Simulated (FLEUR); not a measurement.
Bi2Te3 (Tellurobismuthite): band structure with Wu-Cohen GGA

**What was measured.**

“Vacancy and Antisite-Induced Ferromagnetism in Liquid-Phase Exfoliated Bi2Te3”, 2024, arxiv:2412.10539 quotes, for a bulk crystal of Bi2Te3: band gap 0.17 eV.

Bi2Te3 (Tellurobismuthite):

```
Bi Te
1.0
     2.19300    1.26613   10.16567
    -2.19300    1.26613   10.16567
     0.00000   -2.53226   10.16567
Bi Te
2 3
Direct
  0.60000 0.60000 0.60000
  0.40000 0.40000 0.40000
  0.79050 0.79050 0.79050
  0.20950 0.20950 0.20950
  0.00000 0.00000 0.00000
```

```yaml
Program: FLEUR MaX-R8.1 (patched build s14)
Task: band structure
Functional: Wu-Cohen GGA
Potentials_or_basis: all-electron
Basis: FLAPW
Kmax: 3.8 1/bohr
k_mesh: 7 × 7 × 7
Occupations: fermi-dirac, width 0.05 eV
Spin: no spin polarisation
Gmax: 11.8 1/bohr
Muffin-tin_radii: Bi 2.66, Te 2.55 bohr
lmax: Bi 11, Te 10
Local_orbitals_a_species: Bi 5, Te 6
Max_iterations: 60
Mixing_factor: 0.05
Mixer: Anderson
Mixer_history: 15
Density_convergence: 1e-05 me/bohr^3
```

The band gap on the k mesh is 0.23 eV, direct, the band gap along the path is 0.23 eV, direct and the valence electrons inside the program's atomic spheres are Bi 18.74; Te 19.75, 19.81 (radii Bi 2.66, Te 2.55 bohr).

Levels at the corners of the path, in eV from the valence-band top:
```
point  band 50  band 51  band 52  band 53  band 54  band 55  band 56  band 57  band 58  band 59
    Γ    -1.69    -1.69    -0.84    -0.84     0.00     0.23     0.64     0.64     1.94     2.10
    L    -3.14    -2.90    -2.42    -0.89    -0.50     0.53     1.05     2.74     2.74     3.27
   B1    -3.46    -2.56    -1.95    -0.97    -0.77     1.17     1.44     2.52     3.23     4.19
    B    -3.46    -2.56    -1.95    -0.97    -0.77     1.17     1.44     2.52     3.23     4.19
    Z    -1.39    -1.39    -1.14    -1.14    -0.46     0.82     1.13     1.13     1.64     1.64
    Γ    -1.69    -1.69    -0.84    -0.84     0.00     0.23     0.64     0.64     1.94     2.10
    X    -3.06    -2.98    -1.62    -1.39    -0.64     1.05     2.00     2.05     3.63     3.79
    Q    -3.06    -2.98    -1.62    -1.39    -0.64     1.05     2.00     2.05     3.63     3.79
    F    -2.34    -2.00    -1.83    -1.54    -0.95     0.82     1.49     2.05     2.63     2.72
   P1    -2.50    -2.47    -1.34    -1.33    -1.23     1.15     1.28     1.69     2.56     3.07
    Z    -1.39    -1.39    -1.14    -1.14    -0.46     0.82     1.13     1.13     1.64     1.64
    L    -3.14    -2.90    -2.42    -0.89    -0.50     0.53     1.05     2.74     2.74     3.27
    P    -2.50    -2.47    -1.34    -1.33    -1.23     1.15     1.28     1.69     2.56     3.07
```

Core levels (eV from the Fermi level):
```csv
atom,levels
1 Bi,"1s1/2 -90513.2, 2s1/2 -16245.2, 2p1/2 -15607.5, 2p3/2 -13287.1, 3s1/2 -3918.2, 3p1/2 -3630.2, 3p3/2 -3110.7, 4s1/2 -896.5, 3d3/2 -2639.2, 3d5/2 -2529.1, 4p1/2 -771.3, 4p3/2 -643.3, 5s1/2 -153.7, 4d3/2 -439.8, 4d5/2 -415.9, 4f5/2 -151.8, 4f7/2 -146.3"
2 Bi,"1s1/2 -90513.2, 2s1/2 -16245.2, 2p1/2 -15607.5, 2p3/2 -13287.1, 3s1/2 -3918.2, 3p1/2 -3630.2, 3p3/2 -3110.7, 4s1/2 -896.5, 3d3/2 -2639.2, 3d5/2 -2529.1, 4p1/2 -771.3, 4p3/2 -643.3, 5s1/2 -153.7, 4d3/2 -439.8, 4d5/2 -415.9, 4f5/2 -151.8, 4f7/2 -146.3"
3 Te,"1s1/2 -31598.8, 2s1/2 -4840.2, 2p1/2 -4535.5, 2p3/2 -4260.9, 3s1/2 -959.3, 3p1/2 -833.9, 3p3/2 -782.7, 4s1/2 -159.3, 3d3/2 -561.2, 3d5/2 -550.5"
4 Te,"1s1/2 -31598.8, 2s1/2 -4840.2, 2p1/2 -4535.5, 2p3/2 -4260.9, 3s1/2 -959.3, 3p1/2 -833.9, 3p3/2 -782.7, 4s1/2 -159.3, 3d3/2 -561.2, 3d5/2 -550.5"
5 Te,"1s1/2 -31598.6, 2s1/2 -4840.0, 2p1/2 -4535.3, 2p3/2 -4260.7, 3s1/2 -959.1, 3p1/2 -833.7, 3p3/2 -782.6, 4s1/2 -159.1, 3d3/2 -561.0, 3d5/2 -550.3"
```

Wall time 11 min on 1 thread of AMD EPYC 7R43 64-Core Processor (Zen 3), on a shared host, peak memory 0.26 GiB.

A measured gap of Bi2Te3 is 0.17 eV (quoted in “Vacancy and Antisite-Induced Ferromagnetism in Liquid-Phase Exfoliated Bi2Te3”, 2024, arxiv:2412.10539); the calculated 0.23 eV misses it by +0.06 eV. Spin-orbit coupling on Bi, Te is left out. The value is that of Wu-Cohen GGA, without temperature or zero-point motion.

Caveat: spin-orbit coupling is left out, which as a rule narrows the gap of such compounds by several tenths of an eV.
